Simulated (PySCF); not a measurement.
# C5H6S2: the cost of one run

The runs use PySCF 2.14.0, with density-fitted response routines of our own; the level of theory stands in each step. All values are computed, except where a source is named. Atoms count from 0, in the outputs and in this text.

## 1. The molecule as given

13 atoms, charge 0, multiplicity 1; geometry from: GFN2-xTB. The atoms were then displaced at random by about 0.01 Å, so the start is not that level's minimum.

Bonds of the start (Å): C0–S1 1.82, S1–C2 1.77, C2–C3 1.37, C3–C4 1.38, C4–S5 1.73, S5–C6 1.74, C6–C2 1.36, C0–H7 1.07, C0–H8 1.11, C0–H9 1.10, C3–H10 1.08, C4–H11 1.06, C6–H12 1.05.

## 2. Relaxing the molecule at PBE0-D3(BJ)/def2-TZVP

Job settings and geometry (Å):

```
{"job": {"xc": "PBE0", "basis": "def2-TZVP", "d3": "d3bj", "grid": 2, "shake": 0.01, "kind": "geom"}, "charge": 0, "multiplicity": 1}
C      2.465560     0.239160    -0.260970
S      1.291800    -1.135100    -0.428600
C     -0.278700    -0.356770    -0.181690
C     -1.422290    -1.118180    -0.229880
C     -2.561010    -0.375370    -0.016960
S     -2.178150     1.290030     0.265790
C     -0.481770     0.958000     0.086260
H      3.454380    -0.139880    -0.417960
H      2.362270     0.698980     0.748520
H      2.227180     1.002760    -1.019510
H     -1.470930    -2.180190    -0.411270
H     -3.577270    -0.679160     0.018720
H      0.174760     1.778840     0.172720
```

On the command line:

```sh
$ OMP_NUM_THREADS=1 python probes_run.py task.json out
```

One launch serves the whole session: the jobs run in the order shown.

Q: Estimate the wall time and peak memory of this first job on 1 thread of Arm Neoverse V1, shared host.

About 3.8 min, with a peak of 1.5 GiB.
